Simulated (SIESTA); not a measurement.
The system is LiCaF3.

```
Ca F Li
1.0
     3.76124    0.00000    0.00000
     0.00000    3.76124    0.00000
     0.00000    0.00000    3.76124
Ca F Li
1 3 1
Direct
  0.00000 0.00000 0.00000
  0.50000 0.00000 0.50000
  0.50000 0.50000 0.00000
  0.00000 0.50000 0.50000
  0.50000 0.50000 0.50000
```

The cell comes from a database or a generator and needn't be the stable form of this composition.

```yaml
Program: SIESTA 5.4.2
Task: single point
Functional: PBE
Potentials_or_basis: PseudoDojo 0.4 standard (PBE files)
Basis: DZP (energy shift 0.003 Ry; two zetas on semicore shells; d shell added on Ca)
Grid_cutoff: 800 Ry
Energy_shift: 0.003 Ry
k_mesh: 7 × 7 × 7
Occupations: fermi-dirac, width 0.05 eV
Spin: no spin polarisation
```

On this cell: pressure -0.4 GPa; largest force zero by symmetry; band gap on the k mesh 6.52 eV, indirect (least direct gap 6.59 eV).

The same run follows on a disturbed copy (atoms moved at random, drawn with an rms of 0.05 Å):

```
Ca F Li
1.0
     3.76124    0.00000    0.00000
     0.00000    3.76124    0.00000
     0.00000    0.00000    3.76124
Ca F Li
1 3 1
Direct
  0.01107 0.01292 0.99933
  0.50256 0.00589 0.49881
  0.49694 0.49279 0.00776
  0.01811 0.49186 0.50243
  0.51394 0.49604 0.50284
```

Problem. What changes?

Solution. The energy moves by +5.3 meV/atom; pressure -0.1 GPa; largest force 0.504 eV/Å; band gap on the k mesh 6.53 eV, indirect (least direct gap 6.60 eV).

Forces on the atoms (eV/Å):
```
Ca   0.100  0.034  0.029
F    0.185 -0.452  0.096
F    0.209  0.093 -0.254
F   -0.488  0.097  0.082
Li  -0.006  0.230  0.048
```

Stress tensor (GPa, compression positive):
```
-0.21 -0.04 -0.01
-0.04 -0.01 -0.05
-0.01 -0.05 -0.17
```

Caveats: an odd mesh through Γ misses points on the zone boundary, where band edges often lie; the basis of atomic orbitals isn't converged, which shifts pressures, moduli and gaps.
